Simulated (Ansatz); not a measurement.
A run of Ansatz 0.2.0:

File input.yaml:

```yaml
crystal:
  lattice:
    - [2.76616, 0.0, 0.0]
    - [-1.38308, 2.39557, 0.0]
    - [0.0, 0.0, 11.02292]
  atoms:
    - { symbol: Ni, position: [0.33333, 0.66667, 0.59712], spin: 1.0 }
    - { symbol: Mo, position: [0.0, 0.0, 0.41074], spin: 1.0 }
    - { symbol: Pd, position: [0.66667, 0.33333, 0.7952] }
    - { symbol: Ir, position: [0.66667, 0.33333, 0.1996], spin: 0.6 }
    - { symbol: W, position: [0.33333, 0.66667, 0.99734] }
hamiltonian:
  xc: r2scan
  pseudopotentials: { kind: paw }
  dispersion: rvv10
magnetization:
  spin_polarized: true
kpoints:
  mp_grid: { grid: [8, 8, 2] }
scf:
  occupations: { method: fermi_dirac, width: 0.05 }
output:
  forces: true
  stress: true
  eigenvalues: true
  write_density: true
  write_potential: true
  elf: true
  volumetric_format: npy
relax:
  f_tol: 0.01
  max_steps: 40
  cell: { stress_tol: 0.05 }
```

Potentials or basis: Ansatz PAW.

Run with:

```sh
$ ansatz run input.yaml --threads 8 --pin off --max-ram 20480MiB --backend cpu --events-out ev --progress --plain --runs-dir out
```

Hardware: 8 threads of AMD EPYC 9B14 (Zen 4), with other jobs on the host.

Task: How long does it take, and how much memory?

Result: Wall time 60 s on 8 threads of AMD EPYC 9B14 (Zen 4), with other jobs on the host, peak memory 0.95 GiB. Counts: scf iterations 162, plane waves 1731, k points 20, bands 51, ion steps 6.
